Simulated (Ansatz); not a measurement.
# CH₅FOSi: basis-set convergence

Aim: see how fast density functionals converge with the basis set for CH₅FOSi.

The runs use Ansatz 0.2.0, Gaussian basis; one geometry, several basis sets.

The runs, in order: PBE0-D4/def2-SVP; ωB97M-V/def2-SVP; PBE0-D4/def2-QZVPP; ωB97M-V/def2-QZVPP; the functionals' def2-TZVPP values are taken from earlier runs.

## Step 1: Structure used throughout

An earlier PBE0-D4/def2-TZVP relaxation fixed the geometry.

9 atoms, charge 0, spin multiplicity 1.

Atoms are counted from 1 here; the program's logs count them from 0.

Bond lengths: O1–C2 1.377 Å, O1–H5 0.963 Å, C2–F3 1.398 Å, C2–Si4 1.913 Å, C2–H6 1.099 Å, Si4–H7 1.482 Å, Si4–H8 1.484 Å, Si4–H9 1.485 Å. Angles: C2–O1–H5 109.6°, O1–C2–F3 110.0°, O1–C2–Si4 108.9°, O1–C2–H6 111.8°, F3–C2–Si4 108.7°, F3–C2–H6 104.9°, Si4–C2–H6 112.5°, C2–Si4–H7 108.9°, C2–Si4–H8 108.2°, C2–Si4–H9 108.8°, H7–Si4–H8 110.6°, H7–Si4–H9 110.6°, H8–Si4–H9 109.7°.

## Step 2: PBE0-D4 in def2-SVP

in.yaml

```yaml
crystal:
  periodic: [false, false, false]
  atoms:
    - {symbol: O, position_ang: [-0.153216, 1.193898, -1.092796]}
    - {symbol: C, position_ang: [0.495821, 0.121629, -0.521803]}
    - {symbol: F, position_ang: [0.598867, -0.922013, -1.445839]}
    - {symbol: Si, position_ang: [-0.517765, -0.487793, 0.981243]}
    - {symbol: H, position_ang: [0.415377, 1.600530, -1.755403]}
    - {symbol: H, position_ang: [1.533474, 0.367851, -0.256497]}
    - {symbol: H, position_ang: [-1.895363, -0.802861, 0.534733]}
    - {symbol: H, position_ang: [0.144393, -1.698613, 1.527444]}
    - {symbol: H, position_ang: [-0.533189, 0.581072, 2.011818]}
basis:
  gaussian: {orbitals: def2-SVP}
hamiltonian: {xc: pbe0, dispersion: d4}
output: {orbitals: {seedname: orbitals}}
```

Started as:

```console
ansatz run in.yaml --threads 2 --pin off --events-out ev --progress --plain --max-ram 4352MiB
```

After this run come: ωB97M-V in def2-SVP; PBE0-D4 in def2-QZVPP; ωB97M-V in def2-QZVPP.

Q: Predict the results of all the runs planned. Wanted: PBE0-D4: double and triple zeta above quadruple; ωB97M-V: double and triple zeta above quadruple.

**Answer**, as computed:

| quantity | value |
| --- | --- |
| PBE0-D4: double and triple zeta above quadruple | 10.49, 0.59 eV |
| ωB97M-V: double and triple zeta above quadruple | 10.68, 0.56 eV |

In words: For PBE0-D4 the step from double to triple zeta gains 9.89 eV and the next only 0.59 eV. Total energies overstate the basis error of differences, where much of it tends to cancel. The LUMO of ωB97M-V is positive and keeps falling with the basis (2.82 to 1.46 eV): an unbound level that the basis holds in place.
